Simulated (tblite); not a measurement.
# H12NP15: the cost of one run

Programs: tblite 0.8.0 and PySCF 2.14.0, with routines of our own; each step states its level. All values are computed. Atoms count from 0.

## 1. The starting structure

28 atoms, charge 0, multiplicity 1; geometry from: force field, distance geometry or constructed start.

## 2. Relaxing the molecule with GFN2-xTB

What the job is given:

```
{"job": {"kind": "relax", "xc": "GFN2-xTB", "basis": "xTB"}, "charge": 0, "multiplicity": 1}
P     -1.063000    -0.872600    -0.523700
P     -1.372800    -0.761400    -5.287100
N     -2.851200    -0.293000    -4.326900
P     -1.087800    -0.835000     4.237700
P     -1.182600     0.986800    -1.573600
P     -2.852700     0.879400    -2.920700
P     -1.062500     1.018700     3.176200
P      2.239900    -0.768600    -0.642600
P      0.636800    -0.829100     0.773300
P      0.432500    -0.707600    -4.130200
P      2.224400    -0.848700     4.303000
P      0.542200    -0.853200     5.628300
P      2.142100     1.096600    -1.679800
P      0.440800     1.090100    -2.974200
P      2.248300     1.013800     3.240600
P      0.616900     1.019800     1.862100
H     -2.094600    -0.900300     0.399900
H     -1.052400    -0.338700    -6.553700
H     -3.755600    -0.757200    -4.659900
H     -2.158700    -0.820100     5.112500
H     -3.893400     1.149600    -2.051300
H     -2.105500     1.005600     2.274600
H      3.331200    -0.732900     0.206500
H      1.371200    -0.575800    -5.134400
H      3.268800    -0.831600     5.210900
H      0.529700     0.368300     6.274800
H      3.170900     1.123000    -2.609500
H      3.324400     0.990900     2.375800
```

Command:

```console
OMP_NUM_THREADS=1 python large_run.py task.json out
```

This one command runs all jobs of the session in turn.

**Question.** How long does this first job take on 1 thread of Arm Neoverse V2, shared host, and how much memory does it need?

About 3.3 s, with a peak of 0.16 GiB.
